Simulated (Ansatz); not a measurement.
**FH2InSe: a ladder of functionals and wavefunction methods**

Aim: compute FH2InSe with functionals from several rungs and with coupled cluster. The yardstick is the atomisation energy at the CCSD(T) limit.

Computed with Ansatz 0.2.0, Gaussian basis. Level: functionals in def2-TZVPP, the program's frozen cores in correlated methods.

Plan: LDA (SPW92), PBE-D4, revPBE-D4, BLYP-D4, r2SCAN-D4, B97M-V, PBE0-D4, B3LYP-D4, r2SCANh-D4, r2SCAN0-D4, HSE06-D4, BHLYP-D4, CAM-B3LYP-D4, LC-ωPBE, ωB97X-V, ωB97M-V, B2PLYP, PBE-QIDH; CCSD(T)/def2-SVP; CCSD(T)/def2-TZVPP; CCSD(T)/def2-QZVPP; extrapolation to the limit; RPA on PBE.

## Step 1: Structure used throughout

An earlier PBE0-D4 in a triple-zeta def2 set relaxation fixed the geometry. In takes the def2 core potential; no spin-orbit term is included.

SMILES `[F][InH][SeH]`, 5 atoms, charge 0, spin multiplicity 1.

Atoms are counted from 1 here; the program's logs count them from 0.

Bond lengths: F1–In2 1.954 Å, In2–Se3 2.480 Å, In2–H4 1.698 Å, Se3–H5 1.470 Å. Angles: F1–In2–Se3 108.8°, F1–In2–H4 117.1°, Se3–In2–H4 134.1°, In2–Se3–H5 89.6°.

## Step 2: LDA

This LDA is Slater exchange with PW92 correlation.

The input, in.yaml:

```yaml
crystal:
  periodic: [false, false, false]
  atoms:
    - {symbol: F, position_ang: [-1.032665, -1.218736, 1.033775]}
    - {symbol: In, position_ang: [-0.590106, -0.046274, -0.465555]}
    - {symbol: Se, position_ang: [1.665529, 0.912839, -0.090195]}
    - {symbol: H, position_ang: [-1.751113, 0.108374, -1.694421]}
    - {symbol: H, position_ang: [1.758355, 0.170097, 1.174896]}
basis:
  gaussian: {orbitals: def2-TZVPP}
hamiltonian: {xc: lda}
output: {orbitals: {seedname: orbitals}}
```

Launch:

```console
$ ansatz run in.yaml --threads 2 --pin off --events-out ev --progress --plain --max-ram 32768MiB --backend cpu
```

Further steps of the session: PBE-D4 (GGA); revPBE-D4 (GGA); BLYP-D4 (GGA); r2SCAN-D4 (meta-GGA); B97M-V (meta-GGA); B3LYP-D4 (hybrid); r2SCANh-D4 (hybrid); r2SCAN0-D4 (hybrid); HSE06-D4 (hybrid); BHLYP-D4 (hybrid); CAM-B3LYP-D4 (range-separated); LC-ωPBE (range-separated); ωB97X-V (range-separated); ωB97M-V (range-separated); B2PLYP (double hybrid); PBE-QIDH (double hybrid); CCSD(T) in def2-SVP; CCSD(T) in def2-TZVPP; CCSD(T) in def2-QZVPP; RPA on PBE orbitals.

**Question.** What will the summary of the whole plan be? Wanted: atomisation energy, CCSD(T)/CBS; farthest beyond LDA; mean size of error, GGA; mean size of error, meta-GGA; mean size of error, hybrid; mean size of error, range-separated; mean size of error, double hybrid; gap, smallest and largest; T1 diagnostic.

**Answer**, as computed:

| quantity | value |
| --- | --- |
| atomisation energy, CCSD(T)/CBS | 1266.8 kJ/mol |
| functionals within 12.7 kJ/mol (1.0 %) | PBE-D4, ωB97X-V |
| farthest beyond LDA | BHLYP-D4 (-88.4 kJ/mol) |
| mean size of error, GGA | 35.7 kJ/mol |
| mean size of error, meta-GGA | 13.4 kJ/mol |
| mean size of error, hybrid | 50.3 kJ/mol |
| mean size of error, range-separated | 23.2 kJ/mol |
| mean size of error, double hybrid | 48.6 kJ/mol |
| gap, smallest and largest | 3.96 eV (BLYP-D4), 10.44 eV (LC-ωPBE) |
| T1 diagnostic | 0.0138 |
| triples share of the correlation energy | 3.1 % |

What this shows: The LDA atomisation energy is off by 193.5 kJ/mol (15 %): it overbinds. PBE-D4 misses by -10.8 kJ/mol. Double hybrids carry the basis error of their MP2 part in triple zeta, and no dispersion term here, so their miss is partly the set-up's. Taken by rung, meta-GGA functionals do best (13.4 kJ/mol on average) and hybrid ones worst beyond LDA (50.3 kJ/mol). The mean of the hybrids holds BHLYP, with half exact exchange. Misses under about 12.7 kJ/mol are within the doubt on the reference itself, which lacks core-valence correlation, spin-orbit coupling and higher excitations, and its outer-core shells are covered unevenly. All levels share the lack of spin-orbit coupling, which lowers the free heavy atoms and so the true binding. Hartree-Fock recovers 66 % of the binding; the rest is correlation. CCSD(T) in def2-SVP is off by -125.8 kJ/mol, so the small basis spoils what the method gains. The gap grows from 4.0 to 10.4 eV across the functionals, mostly with the share of exact exchange. Correlated methods include outer-core shells of In, Se, which these sets cover unevenly.
